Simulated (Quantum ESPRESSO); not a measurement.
The system is Cu.

```
Cu
1.0
    -1.52500    1.52500    1.52500
     1.52500   -1.52500    1.52500
     1.52500    1.52500   -1.52500
Cu
1
Direct
  0.00000 0.00000 0.00000
```

The cell was built by a generator and needn't be a form met in nature.

Base run:

```yaml
Program: Quantum ESPRESSO 7.5
Functional: PBEsol
Potentials_or_basis: GBRV 1.5 PBEsol
Cutoff: 762 eV
Density_cutoff: 6095 eV
k_mesh: 18 × 18 × 18
Occupations: methfessel-paxton, width 0.1 eV
Spin: no spin polarisation
```

Its results: band gap on the k mesh none (metal or under the smearing width); pressure -21.2 GPa.

The run is repeated on the same cell with these changes: functional from PBEsol to LDA; potentials or basis from GBRV 1.5 PBEsol to GBRV 1.5 LDA. What comes out?

Band gap on the k mesh none (metal or under the smearing width); pressure -25.3 GPa.

Caveats: so large a pressure means that the cell lies far from this level's equilibrium, or that cutoff or potentials fall short.

Not every run made on this cell is shown here.
